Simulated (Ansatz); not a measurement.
**CH₂BClSi (SMILES [SiH]#CBCl): single points off equilibrium**

How do the functionals fare away from a minimum? The structure is a structure displaced at random from a GFN2-xTB minimum.

Program: Ansatz 0.2.0, Gaussian basis. Level of theory: single points in def2-TZVPP. These are calculated values, not measurements.

Correlated methods freeze the cores.

**1. The system as given**

6 atoms, charge 0, spin multiplicity 1.

Atoms are counted from 1 here; the program's logs count them from 0.

Bond lengths: Si1–C2 1.696 Å, Si1–H5 1.440 Å, C2–B3 1.530 Å, B3–Cl4 1.728 Å, B3–H6 1.152 Å. Angles: C2–Si1–H5 169.7°, Si1–C2–B3 140.9°, C2–B3–Cl4 121.3°, C2–B3–H6 120.5°, Cl4–B3–H6 118.1°.

Geometry (Å):

```tsv
atom	x (Å)	y (Å)	z (Å)
Si1	-0.98050	1.12690	-0.92710
C2	0.17920	0.59900	0.19160
B3	0.78840	-0.68680	0.75370
Cl4	0.29300	-2.24050	0.18100
H5	-1.90790	1.81210	-1.78990
H6	1.58530	-0.64260	1.58470
```

**2. CCSD(T)/def2-TZVPP**

Input file run/in.yaml:

```yaml
crystal:
  periodic: [false, false, false]
  atoms:
    - {symbol: Si, position_ang: [-0.980500, 1.126900, -0.927100]}
    - {symbol: C, position_ang: [0.179200, 0.599000, 0.191600]}
    - {symbol: B, position_ang: [0.788400, -0.686800, 0.753700]}
    - {symbol: Cl, position_ang: [0.293000, -2.240500, 0.181000]}
    - {symbol: H, position_ang: [-1.907900, 1.812100, -1.789900]}
    - {symbol: H, position_ang: [1.585300, -0.642600, 1.584700]}
basis:
  gaussian: {orbitals: def2-TZVPP}
correlation: {method: ccsd_t}
output: {forces: true}
```

No record of the launch command was kept for these runs.

**3. PBE0-D4/def2-TZVPP**

run/in.yaml: that of step 2 with these lines changed.

```diff
@@ -11,3 +11,3 @@
   gaussian: {orbitals: def2-TZVPP}
-correlation: {method: ccsd_t}
-output: {forces: true}
+hamiltonian: {xc: pbe0, dispersion: d4}
+output: {forces: true, orbitals: {seedname: orbitals}}
```

**4. wB97M-V/def2-TZVPP**

run/in.yaml: that of step 3 with these lines changed.

```diff
@@ -11,3 +11,3 @@
   gaussian: {orbitals: def2-TZVPP}
-hamiltonian: {xc: pbe0, dispersion: d4}
-output: {forces: true, orbitals: {seedname: orbitals}}
+hamiltonian: {xc: {name: wB97M-V}}
+output: {forces: true}
```

**5. r2SCAN-D4/def2-TZVPP**

run/in.yaml: that of step 4 with these lines changed.

```diff
@@ -11,3 +11,3 @@
   gaussian: {orbitals: def2-TZVPP}
-hamiltonian: {xc: {name: wB97M-V}}
+hamiltonian: {xc: r2scan, dispersion: d4}
 output: {forces: true}
```

**6. PBE-D4/def2-TZVPP**

run/in.yaml: that of step 5 with these lines changed.

```diff
@@ -11,3 +11,3 @@
   gaussian: {orbitals: def2-TZVPP}
-hamiltonian: {xc: r2scan, dispersion: d4}
+hamiltonian: {xc: pbe, dispersion: d4}
 output: {forces: true}
```

**7. BLYP-D4/def2-TZVPP**

run/in.yaml: that of step 6 with these lines changed.

```diff
@@ -11,3 +11,3 @@
   gaussian: {orbitals: def2-TZVPP}
-hamiltonian: {xc: pbe, dispersion: d4}
+hamiltonian: {xc: {name: BLYP}, dispersion: d4}
 output: {forces: true}
```

**8. LC-wPBE/def2-TZVPP**

run/in.yaml: that of step 7 with these lines changed.

```diff
@@ -11,3 +11,3 @@
   gaussian: {orbitals: def2-TZVPP}
-hamiltonian: {xc: {name: BLYP}, dispersion: d4}
+hamiltonian: {xc: {name: LC-wPBE}}
 output: {forces: true}
```

(Steps that only read results are left out.)

Q: Predict the outcome of this session. Wanted: energy less free atoms, CCSD(T)/def2-TZVPP; RMS force component; RMS force error; HOMO and LUMO, PBE0-D4; T1 diagnostic.

As calculated:

| quantity | value |
| --- | --- |
| energy less free atoms, CCSD(T)/def2-TZVPP | -1905.4 kJ/mol |
| RMS force component | 0.906 to 1.461 eV/Å over the methods |
| RMS force error | PBE0-D4 0.312, wB97M-V 0.422, r2SCAN-D4 0.219, PBE-D4 0.182, BLYP-D4 0.169, LC-wPBE 0.643 eV/Å |
| HOMO and LUMO, PBE0-D4 | -6.88 and -2.65 eV |
| T1 diagnostic | 0.022 |

What this shows: Against CCSD(T) the functionals' energies less atoms differ by -135.2 to +3.7 kJ/mol, PBE-D4 by -135.2 kJ/mol. The reference is not at the basis limit: in triple zeta CCSD(T) underbinds, which counts against methods that bind more; the gaps are no ranking. The forces of BLYP-D4 come nearest to CCSD(T), those of LC-wPBE are farthest. Frozen-core CCSD(T) forces in triple zeta carry basis errors of their own, and this is one geometry, so small gaps rank nothing. The restricted Hartree–Fock reference is unstable towards an unrestricted one at one or more of these structures.
